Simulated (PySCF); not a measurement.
# OsO: bond curves at several levels of theory

An exercise on one series of results from a longer session: the logs are not shown, and one member is left open.

The runs use PySCF 2.14.0; Os x2c-TZVPPall, O x2c-TZVPPall, spin-free X2C with a Gaussian nucleus.

Set-up of the first run:

Settings of the job:

```
atoms                         : Os, O
charge                        : 0
basis                         : Os x2c-TZVPPall, O x2c-TZVPPall
Hamiltonian                   : spin-free X2C with a Gaussian nucleus
basis functions               : 128
electrons treated             : 84
masses in u                   : 191.9615, 15.9949
levels                        : PBE0, PBE, r²SCAN, LDA, M06-L, r²SCAN0, PW91, ωB97X-V, HF, MP2, SCS-MP2
grid                          : 80 radial by 434 angular points
occupations                   : held fixed by the projection of orbital angular momentum
dissociation limit            : Os + O, each in its ground configuration
starting distance in angstrom : 1.825
values of 2S to try           : 0, 2, 4, 6, 8
```

Launch:

```console
> OMP_NUM_THREADS=2 python dia.py task.json out
```

Steps of the session up to this table: Set-up; The PBE0 curve of the state that the search chose; Excited determinants; PBE; r²SCAN (meta-GGA); LDA; M06-L (meta-GGA); r²SCAN0 (hybrid meta-GGA); PW91 (GGA); ωB97X-V; ROHF.

One of the session's tables, all rows but one given; the rest of the session is left out.

| level | Re (Å) | ωe (cm⁻¹) | De (eV) | μ (D) |
| --- | --- | --- | --- | --- |
| ROHF | 1.679 | 1052 | 1.44 | -4.42 |
| ROHF-MP2 | 1.702 | 1005 | 5.63 | n/a |
| ROHF-SCS-MP2 | 1.705 | 997 | 5.11 | n/a |
| LDA | 1.690 | 977 | 7.26 | -2.67 |
| PBE | 1.711 | 934 | 6.18 | -2.76 |
| PW91 | 1.711 | 935 | 6.21 | -2.76 |
| r²SCAN | 1.691 | 973 | 5.77 | -2.79 |
| M06-L | 1.705 | 942 | 5.57 | -3.24 |
| PBE0 | ? | ? | ? | ? |
| r²SCAN0 | 1.684 | 1009 | 4.97 | -3.20 |
| ωB97X-V | 1.690 | 1004 | 5.21 | -3.39 |

**Question.** Estimate the row for PBE0.

As computed: Re (Å): 1.695; ωe (cm⁻¹): 987; De (eV): 5.26; μ (D): -3.19. In the column «Re (Å)» it lies between r²SCAN (1.691) and ROHF-MP2 (1.702).

De is counted to Os + O in their ground configurations.

To keep in mind: At some levels the lowest empty orbital lies below the highest filled one (the two can be of opposite spin).
